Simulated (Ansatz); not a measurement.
# BH4NSn: ladder of basis sets from a Python script

How does the energy of BH4NSn converge with the basis? Wanted for BH4NSn: a ladder of basis sets. SMILES: [BH]1[NH][SnH2]1.

Computed with Ansatz 0.2.0, driven from Python. The levels of theory stand in the script.

**1. The structure**

Bond lengths: B1–N2 1.533 Å, B1–Sn3 2.274 Å, N2–Sn3 1.968 Å, B1–H4 1.122 Å, N2–H5 1.062 Å, Sn3–H6 1.757 Å, Sn3–H7 1.794 Å. Angles: B1–N2–Sn3 80.0°, B1–N2–H5 105.3°, Sn3–N2–H5 108.5°, N2–B1–Sn3 58.4°, N2–B1–H4 148.3°, Sn3–B1–H4 153.3°, B1–Sn3–N2 41.6°, B1–Sn3–H6 106.1°, B1–Sn3–H7 103.8°, N2–Sn3–H6 118.5°, N2–Sn3–H7 117.3°, H6–Sn3–H7 121.6°.

No structure file is read: the coordinates are typed or built in the script.

**2. The script**

File basis_bh4nsn.py:

```python
'''Basis-set convergence for BH4NSn.'''

from dataclasses import dataclass

import ansatz as az
from ase import Atoms


@dataclass(frozen=True)
class Settings:
    xc: str = 'pbe0'


cfg = Settings()

atoms = Atoms(['B', 'N', 'Sn', 'H', 'H', 'H', 'H'], positions=[
    (-0.9999, -0.614, -0.2191),
    (-0.4174, 0.5703, -0.9999),
    (0.7892, 0.558, 0.5544),
    (-1.7803, -1.4169, -0.145),
    (0.0922, 0.1386, -1.8255),
    (0.2574, 1.3409, 2.0352),
    (2.1201, -0.6448, 0.5543),
])
molecule = az.Crystal.molecule_from_ase(atoms)

calculation = molecule.calculation().functional(cfg.xc)

energies = {}
for basis in ['def2-SVP', 'def2-SVPD', 'def2-TZVP', 'def2-TZVPP']:
    report = calculation.basis(gaussian=basis).run().report
    size = report['n_frozen'] + report['n_occupied'][0] + report['n_virtual'][0]
    energies[basis] = (report['reference_energy_ev'] / 27.211386246, report['free_energy_ev'] / 27.211386246)
    print(f'{basis:14s} {size:4d} orbitals  reference {energies[basis][0]:14.6f} Ha  total {energies[basis][1]:14.6f} Ha')

last = energies['def2-TZVPP'][1]
for basis, (_, total) in energies.items():
    print(f'{basis:14s} lies {27.211386 * (total - last):9.4f} eV above def2-TZVPP')
```

**3. The run**

Run with:

```bash
$ python basis_bh4nsn.py
```

Standard output:

```text
def2-SVP         74 orbitals  reference    -296.019655 Ha  total    -296.019655 Ha
def2-SVPD       104 orbitals  reference    -296.027794 Ha  total    -296.027794 Ha
def2-TZVP       136 orbitals  reference    -296.124964 Ha  total    -296.124964 Ha
def2-TZVPP      168 orbitals  reference    -296.126589 Ha  total    -296.126589 Ha
def2-SVP       lies    2.9098 eV above def2-TZVPP
def2-SVPD      lies    2.6884 eV above def2-TZVPP
def2-TZVP      lies    0.0442 eV above def2-TZVPP
def2-TZVPP     lies    0.0000 eV above def2-TZVPP
```

Run time: 11 s. Hardware: 1 thread of Arm Neoverse V2, shared host; peak memory 0.38 GiB.

**4. The engine's runs**

The 4 runs, in the order started:

| run | basis | energy (eV) | SCF cycles | CPU time (s) |
| --- | --- | --- | --- | --- |
| 1 | def2-SVP | -8055.1052 | 19 | 1.9 |
| 2 | def2-SVPD | -8055.3266 | 18 | 2.4 |
| 3 | def2-TZVP | -8057.9708 | 17 | 2.6 |
| 4 | def2-TZVPP | -8058.0150 | 17 | 3.6 |

**5. Results**

| quantity | value |
| --- | --- |
| runs compared | 4 |
| change of the total from set to set | -0.221, -2.644, -0.044 eV |

Against def2-SVP: def2-SVPD -8.1 mHa, def2-TZVP -105.3 mHa and def2-TZVPP -106.9 mHa. The last step alone is -1.63 mHa (these two sets differ little on atoms other than hydrogen). From the first set to the last the time grows from 1.9 to 3.6 s. Notes:
- The drop along the ladder measures the basis error, and is no property of the molecule.
- The geometry is a force-field or estimated start, not a minimum of this method, and the last set is no limit. Much of the fall in a total is atomic energy, which cancels in bond and reaction energies.
- def2 sets replace the cores of elements past krypton by effective core potentials.
